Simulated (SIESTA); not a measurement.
Wanted: the native input for a SIESTA 5.4.2 run.

```yaml
Task: relaxation of cell and atoms
Functional: PBE
Potentials_or_basis: PseudoDojo 0.4 standard (PBE files)
Basis: DZP (energy shift 0.003 Ry; two zetas on semicore shells)
Grid_cutoff: 800 Ry
Energy_shift: 0.003 Ry
k_mesh: 7 × 7 × 5
Occupations: fermi-dirac, width 0.05 eV
Spin: no spin polarisation
optimiser: Broyden
force_tolerance: 0.01 eV/Å
MPI_ranks: 4
```

Crystal: HPbNO4.

```xyz
7
Lattice="4.1992 0.1112 0.1682 1.9160 3.8913 0.1257 1.7609 1.2526 6.3727" Properties=species:S:1:pos:R:3 pbc="T T T"
H     6.1559    3.5396    4.2374
Pb    3.9410    4.7367    5.7714
N     2.1622    1.5295    2.0021
O     6.1170    3.6060    5.2180
O     2.2525    1.0554    0.8130
O     2.1821    0.7481    2.9790
O     2.0545    2.7723    2.1460
```

The cell was built by a generator and needn't be a form met in nature.

These files were run (other wordings do the same):

HPbNO4.fdf

```
SystemName                      HPbNO4
SystemLabel                     HPbNO4
NumberOfSpecies                 4
NumberOfAtoms                   7
%block ChemicalSpeciesLabel
  1   1 H
  2  82 Pb
  3   7 N
  4   8 O
%endblock ChemicalSpeciesLabel

LatticeConstant                 1.0 Ang
%block LatticeVectors
     4.1992300000     0.1111700000     0.1681700000
     1.9160000000     3.8913200000     0.1256800000
     1.7608500000     1.2525900000     6.3726600000
%endblock LatticeVectors
AtomicCoordinatesFormat         Fractional
%block AtomicCoordinatesAndAtomicSpecies
     0.8914500000     0.6820200000     0.6279600000  1  H
     0.1442600000     0.9287200000     0.8835200000  2  Pb
     0.2567000000     0.2886100000     0.3017100000  3  N
     0.8310800000     0.6505600000     0.7840500000  4  O
     0.3869400000     0.2238000000     0.1129500000  4  O
     0.3110400000     0.0357600000     0.4585600000  4  O
     0.0772600000     0.6063300000     0.3227500000  4  O
%endblock AtomicCoordinatesAndAtomicSpecies

%block kgrid.MonkhorstPack
    7   0   0  0.0
    0   7   0  0.0
    0   0   5  0.0
%endblock kgrid.MonkhorstPack
XC.Functional                   GGA
XC.Authors                      PBE
PAO.BasisSize                   DZP
PAO.EnergyShift                 0.003 Ry
Mesh.Cutoff                     800 Ry
OccupationFunction              FD
ElectronicTemperature           0.05 eV
MaxSCFIterations                120
SCF.MustConverge                false
SCF.Mixer.Method                Pulay
SCF.Mixer.Weight                0.25
SCF.Mixer.History               8
SCF.DM.Tolerance                5.0e-05
SCF.H.Tolerance                 1.0e-03 eV
WriteForces                     true
Charge.Mulliken                 end
MD.TypeOfRun                    Broyden
MD.Steps                        40
MD.MaxForceTol                  0.01 eV/Ang
MD.MaxDispl                     0.1 Ang
WriteCoorStep                   true
AtomCoorFormatOut               Fractional
MD.VariableCell                 true
MD.MaxStressTol                 0.1 GPa
%block PAO.Basis
  Pb 4
  n=6 0 2
    6.167 0.000
  n=6 1 2
    8.915 0.000
  n=5 2 2
    4.155 0.000
  n=6 2 1
    8.915
%endblock PAO.Basis
Diag.ParallelOverK              true
```

Potentials or basis: PseudoDojo 0.4 standard (PBE files), DZP (energy shift 0.003 Ry; two zetas on semicore shells).

Run with:

```bash
$ mpirun -n 4 siesta HPbNO4.fdf > HPbNO4.out 2>&1
```

Results of the run:

```yaml
Relaxed_volume: 14.40 Å³/atom
Relaxed_cell: a = 4.230 Å, b = 4.325 Å, c = 6.705 Å, α = 72.13°, β = 72.09°, γ = 61.65°
Space_group_after_relaxing_to_0.05_Å: P1 (No. 1)
Energy_gained_by_relaxing: 6.8 meV/atom
Ionic_steps: 21
Pressure_after_relaxing: 0.0 GPa
Largest_force_after_relaxing: 0.006 eV/Å
Band_gap_on_the_k_mesh: 2.53 eV, indirect (least direct gap 2.56 eV)
```

Caveat: spin-orbit coupling is left out, which as a rule narrows the gap of such compounds by several tenths of an eV; an odd mesh through Γ misses points on the zone boundary, where band edges often lie; the basis of atomic orbitals isn't converged, which shifts pressures, moduli and gaps.

Wall time 6.3 min on 4 MPI ranks on Intel(R) Xeon(R) Platinum 8375C CPU @ 2.90GHz (Ice Lake), on a shared host, peak memory 0.36 GiB a rank.
